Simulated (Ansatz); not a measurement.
# GeH4S2Zn: the cost of one run

Computed with Ansatz 0.2.0, Gaussian basis. Level: PBE0-D4/def2-TZVP structures, single points in def2-TZVPP, no counterpoise correction.

Levels: SPW92, PBE-D4, BLYP-D4, r2SCAN-D4, B97M-V, PBE0-D4, B3LYP-D4, r2SCAN0-D4, BHLYP-D4, CAM-B3LYP-D4, wB97X-V, wB97M-V, B2PLYP, PBE-QIDH, RPA on PBE, Hartree-Fock, MP2, CCSD, CCSD(T).

Correlated methods freeze the cores. The 3s and 3p shells of Cu and Zn are frozen; filled d shells are correlated. B3LYP uses VWN-RPA correlation. B2PLYP carries no dispersion term here.

95 further runs of the same task are left out: 1 that didn't finish, 94 set aside as unsound or not needed.

## (1) The starting structure

The complex: 10 atoms, charge 0, spin multiplicity 1.

Atoms are counted from 1 here; the program's logs count them from 0.

Bond lengths: Ge1–S4 2.227 Å, Ge1–H7 1.537 Å, Ge1–H8 1.535 Å, Ge1–H9 1.540 Å, H2–H3 0.748 Å, S4–Zn5 2.157 Å, Zn5–S6 2.163 Å, S6–H10 1.345 Å. Angles: S4–Ge1–H7 109.4°, S4–Ge1–H8 107.5°, S4–Ge1–H9 110.7°, H7–Ge1–H8 110.2°, H7–Ge1–H9 109.2°, H8–Ge1–H9 109.8°, Ge1–S4–Zn5 97.0°, S4–Zn5–S6 179.1°, Zn5–S6–H10 93.0°.

Geometry (Å):

```xyz
10
charge 0, multiplicity 1
Ge    1.16553    1.51843   -0.28184
H    -0.44343   -1.56375   -1.75191
H    -0.66287   -0.89364   -2.00238
S    -0.90642    1.70138    0.51291
Zn   -1.22148   -0.39495    0.91235
S    -1.55554   -2.48851    1.34177
H     1.13572    1.61992   -1.81531
H     1.99134    2.66921    0.31003
H     1.78604    0.16812    0.12346
H    -1.28897   -2.33632    2.65102
```

Its parts: GeH₄S₂Zn holds atoms 1, 4, 5, 6, 7, 8, 9, 10; H₂ holds atoms 2, 3. Each part counts its atoms afresh in its own runs.

## (2) Relaxing GeH₄S₂Zn alone

Input file relax-a/in.yaml:

```yaml
crystal:
  periodic: [false, false, false]
  atoms:
    - {symbol: Ge, position_ang: [1.165532, 1.518430, -0.281838]}
    - {symbol: S, position_ang: [-0.906422, 1.701385, 0.512914]}
    - {symbol: Zn, position_ang: [-1.221482, -0.394953, 0.912346]}
    - {symbol: S, position_ang: [-1.555543, -2.488512, 1.341770]}
    - {symbol: H, position_ang: [1.135715, 1.619920, -1.815306]}
    - {symbol: H, position_ang: [1.991338, 2.669213, 0.310032]}
    - {symbol: H, position_ang: [1.786038, 0.168125, 0.123463]}
    - {symbol: H, position_ang: [-1.288975, -2.336321, 2.651018]}
basis:
  gaussian: {orbitals: def2-TZVP}
hamiltonian: {xc: pbe0, dispersion: d4}
relax: {f_tol: 0.005, max_steps: 200}
```

Run with:

```
$ ansatz run in.yaml --threads 8 --pin off --events-out ev --progress --plain --max-ram 19148MiB
```

What time and memory should one allow on 8 threads of Arm Neoverse N1, shared host?

About 75 s, with a peak of 0.75 GiB.
